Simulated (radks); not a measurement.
# Ba⁴⁺ in [Kr] 4d9 5s2 5p4 6s1: an all-electron calculation

The task here is to estimate one member of a computed series from the others.

Method: Dirac Kohn-Sham, BP86, spin-unpolarised, spherical densities, finite nucleus; open shells fill j = l - 1/2 first. Code: radks (a radial shooting solver on a logarithmic mesh, Libxc functionals) version 1.

### What is computed

* element: barium (Z = 56)
* charge: +4
* electrons: 52
* configuration: [Kr] 4d9 5s2 5p4 6s1
* nuclear rms radius: 4.8378 fm

The first run:

The run's settings:

```text
Z 56
configuration [Kr] 4d9 5s2 5p4 6s1
relativity Dirac
functional b88,p86
spin unpolarised
j_filling energy
nucleus finite rms 4.8378 fm
c 137.035999084
```

One of the session's tables, all rows but one given; the rest of the session is left out.

It belongs to the step «Orbitals and density». From the orbitals of this run (lengths in bohr):

| level | <r> | outermost maximum (interpolated) | 90 % within | nodes |
| --- | --- | --- | --- | --- |
| 1s1/2 | 0.02558 | 0.0164 | 0.0461 | 0 |
| 2s1/2 | 0.1093 | 0.0930 | 0.170 | 1 |
| 2p1/2 | 0.09192 | 0.0711 | 0.151 | 0 |
| 2p3/2 | 0.09791 | 0.0761 | 0.159 | 0 |
| 3s1/2 | 0.2915 | 0.266 | 0.429 | 2 |
| 3p1/2 | ? | ? | ? | ? |
| 3p3/2 | 0.2933 | 0.264 | 0.440 | 1 |
| 3d3/2 | 0.2642 | 0.213 | 0.414 | 0 |
| 3d5/2 | 0.2679 | 0.216 | 0.419 | 0 |
| 4s1/2 | 0.6698 | 0.623 | 0.962 | 3 |
| 4p1/2 | 0.6912 | 0.635 | 1.01 | 2 |
| 4p3/2 | 0.7175 | 0.659 | 1.04 | 2 |
| 4d3/2 | 0.7790 | 0.685 | 1.17 | 1 |
| 4d5/2 | 0.7882 | 0.693 | 1.18 | 1 |
| 5s1/2 | 1.525 | 1.41 | 2.17 | 4 |
| 5p1/2 | 1.667 | 1.53 | 2.39 | 3 |
| 5p3/2 | 1.726 | 1.58 | 2.47 | 3 |
| 6s1/2 | 3.145 | 3.03 | 4.38 | 5 |

**Question.** Estimate the row for 3p1/2.

The run gave: <r>: 0.2814; outermost maximum (interpolated): 0.253; 90 % within: 0.423; nodes: 1. In the column «<r>» it lies between 3d5/2 (0.2679) and 3s1/2 (0.2915).
